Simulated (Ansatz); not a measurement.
Task: a Hubbard U by linear response of BaFeO2F, space group P4/mmm, with Ansatz's Python interface. Give the script and its output. Level of theory: PBEsol, PAW, cutoff 510 eV, 6×6×6 k-points, Fermi-Dirac smearing of 0.15 eV, collinear spin.

```
Ba Fe O F
1.0
     4.05412    0.00000    0.00000
     0.00000    4.05412    0.00000
     0.00000    0.00000    4.21794
Ba Fe O F
1 1 2 1
Direct
  0.00000 0.00000 0.00000
  0.50000 0.50000 0.50000
  0.50000 0.00000 0.50000
  0.00000 0.50000 0.50000
  0.50000 0.50000 0.00000
```

`bafeo2f.py`:
```python
# -*- coding: utf-8 -*-
"""Hubbard U of BaFeO2F from linear response."""

import warnings

import ansatz as az
import numpy as np


def main():
    warnings.simplefilter("ignore", az.DeckWarning)

    vectors = np.array([
        [4.05412, 0.0, 0.0],
        [0.0, 4.05412, 0.0],
        [0.0, 0.0, 4.217938],
    ])
    crystal = (
        az.Lattice.of(vectors)
        .atom("Ba", [0.0, 0.0, 0.0])
        .atom("Fe", [0.5, 0.5, 0.5])
        .atom("O", [0.5, 0.0, 0.5])
        .atom("O", [0.0, 0.5, 0.5])
        .atom("F", [0.5, 0.5, 0.0])
        .moments(Fe=2.4)
    )

    calculation = crystal.calculation()
    calculation = calculation.functional("PBEsol").basis(510)
    calculation = calculation.kpoints(spacing=0.29)
    calculation = calculation.occupations(az.OccupationsMethod.FERMI_DIRAC, width=0.15).spin(az.SpinTreatment.COLLINEAR)
    calculation = calculation.hubbard("Fe", "d", u_eff="linear-response")
    calculation = calculation.band_table()
    # within one cell the perturbed atoms see their images, so U is that of this cell
    found = []


    def keep(event):
        if event["event"] == "lr_u_result":
            found.append(event["data"])


    res = calculation.session().plan().execute(on_event=keep)
    report = res.report
    for orbit in found[-1]["orbits"]:
        print(f"sites {orbit['sites']}: n0 = {orbit['n0']:.3f}, chi0 = {orbit['chi0_per_ev']:.4f}/eV, chi = {orbit['chi_per_ev']:.4f}/eV, U = {orbit['u_ev']:.2f} eV")
    print("cycles:", found[-1]["n_cycles"], " band edges:", report.get("band_edges_ev"))
    print("site moments (muB):", [round(m, 2) for m in report["site_moments_mub"]])
    print("electrons up, down:", [round(n, 3) for n in report["spin_occupation_sums"]])


if __name__ == "__main__":
    main()
```

`python bafeo2f.py` gives:
```text
sites [1]: n0 = 6.129, chi0 = -0.4318/eV, chi = -0.1766/eV, U = 3.35 eV
cycles: 1  band edges: None
site moments (muB): [0.0, 3.73, 0.18, 0.21, 0.09]
electrons up, down: [24.799, 20.201]
```

Notes:
- The magnetic order follows from the starting moments and needn't be the lowest.
- The mesh is modest for a metal, so energies can be off by several to tens of meV an atom and pressures by half a GPa or more; differences at equal mesh fare better.
- With one magnetic atom the cell can hold only ferromagnetic order.
- This cell is a computed structure, which may not be the phase found in nature.
- Levels are Kohn-Sham eigenvalues on this mesh, without spin-orbit coupling.
- The computed U depends on the projectors, on the cell (the perturbed atoms see their images) and on the spin treatment typed in the script; a run with no .spin step is spin-unpolarised.
- The script silences the warnings on its input, which a real study should read.
- The whole script took 3.5 min on 1 thread of Arm Neoverse V2, on a shared host, peak memory 1.2 GiB.
